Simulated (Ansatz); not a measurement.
# Si: the cost of one run

Program: Ansatz 0.2.0. Level of theory: DFT PBE, scalar-relativistic, plane waves, PAW. These are calculated values, not measurements.

### Step 1. The structure to begin with

The structure is cubic, space group Fd-3m (No. 227). Conventional cell: a = 5.444 Å, b = 5.444 Å, c = 5.444 Å, α = 90.00°, β = 90.00°, γ = 90.00°. Around Si (site symmetry -43m) lie 4 Si at 2.36 Å.

As a file:

```cif
data_structure
_symmetry_space_group_name_H-M 'Fd-3m:1'
_symmetry_Int_Tables_number 227
_cell_length_a 5.4437
_cell_length_b 5.4437
_cell_length_c 5.4437
_cell_angle_alpha 90.000
_cell_angle_beta 90.000
_cell_angle_gamma 90.000
_cell_volume 161.32
loop_
_atom_site_label
_atom_site_type_symbol
_atom_site_symmetry_multiplicity
_atom_site_Wyckoff_symbol
_atom_site_fract_x
_atom_site_fract_y
_atom_site_fract_z
_atom_site_occupancy
Si1 Si 8 a 0.25000 0.25000 0.25000 1
```

Source of the structure: the Materials Project (structure only).

(A quick probe on a coarse mesh, which set the mesh and smearing, is not shown.)

### Step 3. The relaxation

File input.yaml:

```yaml
crystal:
  lattice:
    - [0.0, 2.72185119, 2.72185119]
    - [2.72185119, 0.0, 2.72185119]
    - [2.72185119, 2.72185119, 0.0]
  atoms:
    - { symbol: Si, position: [0.75, 0.75, 0.75] }
    - { symbol: Si, position: [0.5, 0.5, 0.5] }
basis:
  ecutwfc: 420
kpoints:
  mp_grid: { grid: [8, 8, 8] }
hamiltonian:
  xc: pbe
scf:
  occupations: { method: gaussian, width: 0.02 }
output:
  forces: true
  stress: true
  eigenvalues: true
  write_density: true
  write_potential: true
  elf: true
  volumetric_format: npy
relax:
  adjacent_minimum: "off"
  f_tol: 0.005
  max_steps: 80
  cell: { stress_tol: 0.05 }
```

On the command line:

```bash
ansatz run input.yaml --threads 4 --pin off --max-ram 8192MiB --backend cpu --events-out ev --progress --plain --runs-dir out
```

Q: Estimate wall time and peak memory on 4 threads of Intel Xeon at 2.70GHz, shared host.

About 2.2 s, with a peak of 0.33 GiB.
